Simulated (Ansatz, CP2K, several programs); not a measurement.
Energy against volume for a 5-atom cell of BaTiO3 started from a crystallographic database, at fixed shape and fractional coordinates, computed by several methods (PBE and r2SCAN, where shown, with plane waves in Ansatz); the cell shown is that of r2SCAN. It is cubic, Pm-3m (No. 221); conventional cell a = 3.994 Å, 12.74 Å³ an atom. Ba is surrounded by 12 O at 2.82 Å; Ti is surrounded by 6 O at 2.00 Å; O is surrounded by 2 Ti at 2.00 Å and 4 Ba at 2.82 Å. Calculated for a static, non-magnetic cell. Energies count from each curve's lowest point; fits are third-order Birch-Murnaghan.

```
Ba Ti O
1.0
     3.99410    0.00000    0.00000
     0.00000    3.99410    0.00000
     0.00000    0.00000    3.99410
Ba Ti O
1 1 3
Cartesian
  1.9970 1.9970 1.9970
  0.0000 0.0000 0.0000
  1.9970 0.0000 0.0000
  0.0000 1.9970 0.0000
  0.0000 0.0000 1.9970
```

Q: PBE/DZVP (CP2K), on the shape of the cell shown, gives
```csv
V (Å³/atom),E (meV/atom)
11.214,186.16
11.979,55.97
12.743,0.17
13.508,0.00
14.273,37.70
```
What equilibrium volume and bulk modulus follow?

A: V₀ = 13.13 Å³ an atom and B₀ = 164 GPa.

light PBE (260 eV and a coarse mesh), on the shape of the cell shown:
```csv
V (Å³/atom),E (meV/atom)
11.724,162.08
12.234,56.46
12.743,0.00
13.253,105.40
13.763,106.63
14.273,164.37
```
The points scatter about the fit by more than 0.3 meV an atom, since at so low a cutoff the number of plane waves jumps with the volume, so no fit is quoted.

Q: PBE/SZV (CP2K), on the shape of the cell shown, gives
```
V (Å³/atom)  E (meV/atom)
     11.214        358.33
     11.979        159.27
     12.743         47.53
     13.508          1.20
     14.273          0.00
```
What equilibrium volume and bulk modulus follow?

A: V₀ = 13.89 Å³ an atom and B₀ = 149 GPa. The lowest point lies at an end of the range, so the fit is barely bracketed.

Q: r2SCAN, on the shape of its own relaxed cell, gives
```
V (Å³/atom)  E (meV/atom)
     11.979         28.93
     12.361          6.82
     12.743          0.00
     13.126          6.15
     13.508         23.31
```
What equilibrium volume and bulk modulus follow?

A: V₀ = 12.74 Å³ an atom and B₀ = 181 GPa.

Q: PBE, on the shape of its own relaxed cell, gives
```tsv
V (Å³/atom)	E (meV/atom)
12.207	26.55
12.596	6.23
12.986	0.00
13.375	5.57
13.765	21.32
```
What equilibrium volume and bulk modulus follow?

A: V₀ = 12.99 Å³ an atom and B₀ = 163 GPa.
